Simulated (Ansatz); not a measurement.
# MgRh: stiffness from strained cells

Aim: the elastic tensor from the stress of slightly strained cells, and the moduli that follow. Runs: cell and atoms relaxed (PAW); reference run (PAW); cell relaxed at 10 GPa (PAW); at 10 GPa (PAW).

Program: Ansatz 0.2.0. Level of theory: DFT PBEsol, frozen-core PAW, scalar-relativistic unless said. These are calculated values, not measurements.

1 further run of the same task is left out (set aside as unsound or not needed).

## Step 1: Starting point

It takes space group Pm-3m (No. 221, cubic). The conventional cell has a = 3.099 Å, b = 3.099 Å, c = 3.099 Å, α = 90.00°, β = 90.00°, γ = 90.00°. Around Mg (site symmetry m-3m) lie 8 Rh at 2.68 Å. Rh (site symmetry m-3m) has 8 Mg at 2.68 Å as nearest neighbours.

As a file:

```cif
data_structure
_symmetry_space_group_name_H-M 'P 1'
_symmetry_Int_Tables_number 1
_cell_length_a 3.0992
_cell_length_b 3.0992
_cell_length_c 3.0992
_cell_angle_alpha 90.000
_cell_angle_beta 90.000
_cell_angle_gamma 90.000
_cell_volume 29.77
loop_
_atom_site_label
_atom_site_type_symbol
_atom_site_fract_x
_atom_site_fract_y
_atom_site_fract_z
_atom_site_occupancy
Mg1 Mg 0.00000 0.00000 0.00000 1
Rh1 Rh 0.50000 0.50000 0.50000 1
```

Cartesian axes are those of the input's lattice vectors. The structure goes back to a database entry.

## Step 2: Cell and atoms relaxed, PAW

input.yaml

```yaml
crystal:
  lattice:
    - [3.0992, 0.0, 0.0]
    - [0.0, 3.0992, 0.0]
    - [0.0, 0.0, 3.0992]
  atoms:
    - { symbol: Mg, position: [0.0, 0.0, 0.0] }
    - { symbol: Rh, position: [0.5, 0.5, 0.5] }
kpoints:
  mp_grid: { grid: [16, 16, 16] }
scf:
  occupations: { method: fermi_dirac, width: 0.1 }
hamiltonian:
  xc: pbesol
  pseudopotentials: { kind: paw }
relax:
  f_tol: 0.002
  max_steps: 80
  cell: {}
output:
  forces: true
  stress: true
```

Run with:

```bash
> ansatz run input.yaml --threads 1 --pin off --max-ram 2048MiB --backend cpu --events-out ev --progress --plain --runs-dir out
```

## Step 3: Reference run, PAW

input.yaml

```yaml
crystal:
  lattice:
    - [3.08389210007, 0.0, 0.0]
    - [0.0, 3.08389210007, 0.0]
    - [0.0, 0.0, 3.08389210007]
  atoms:
    - { symbol: Mg, position: [0.0, 0.0, 0.0] }
    - { symbol: Rh, position: [0.5, 0.5, 0.5] }
kpoints:
  mp_grid: { grid: [16, 16, 16] }
scf:
  occupations: { method: fermi_dirac, width: 0.1 }
hamiltonian:
  xc: pbesol
  pseudopotentials: { kind: paw }
elastic:
  mode: relaxed_ion
  stencil: two_point
  amplitude: 0.005
```

## Step 4: Cell relaxed at 10 GPa, PAW

input.yaml: that of step 3 with these lines changed.

```diff
@@ -15,5 +15,12 @@
   pseudopotentials: { kind: paw }
-elastic:
-  mode: relaxed_ion
-  stencil: two_point
-  amplitude: 0.005
+relax:
+  f_tol: 0.002
+  max_steps: 80
+  cell: { p_target: 10 }
+output:
+  forces: true
+  stress: true
+  write_density: true
+  write_potential: true
+  elf: true
+  volumetric_format: npy
```

## Step 5: At 10 GPa, PAW

input.yaml

```yaml
crystal:
  lattice:
    - [3.01506014313, 0.0, 0.0]
    - [0.0, 3.01506014313, 0.0]
    - [0.0, 0.0, 3.01506014313]
  atoms:
    - { symbol: Mg, position: [0.0, 0.0, 0.0] }
    - { symbol: Rh, position: [0.5, 0.5, 0.5] }
kpoints:
  mp_grid: { grid: [16, 16, 16] }
scf:
  occupations: { method: fermi_dirac, width: 0.1 }
hamiltonian:
  xc: pbesol
  pseudopotentials: { kind: paw }
elastic:
  mode: relaxed_ion
  stencil: two_point
  amplitude: 0.005
```

(Steps that only read results are left out.)

Before running it: what results should come out? Wanted: C11; C12; C44; bulk, shear and Young's modulus; Debye temperature from sound speeds; universal anisotropy index.

As calculated:

```
                           quantity             value
                          C11 (PAW)           180 GPa
                          C12 (PAW)           100 GPa
                          C44 (PAW)            83 GPa
    bulk, shear and Young's modulus  127, 62, 159 GPa
Debye temperature from sound speeds             393 K
         universal anisotropy index              0.67
```

**Reading.** All eigenvalues are positive, so the crystal is mechanically stable; by PAW K = 127 and G = 62 GPa, K/G = 2.06, on the ductile side of Pugh's rough line at 1.75, which was drawn for metals. Young's modulus runs from 108 to 203 GPa with direction. At 10 GPa K rises to 170 GPa. Cautions: frozen-core PAW files fitted under PBE, their cores solved anew for the functional of the run; responses of metals move with mesh and smearing.
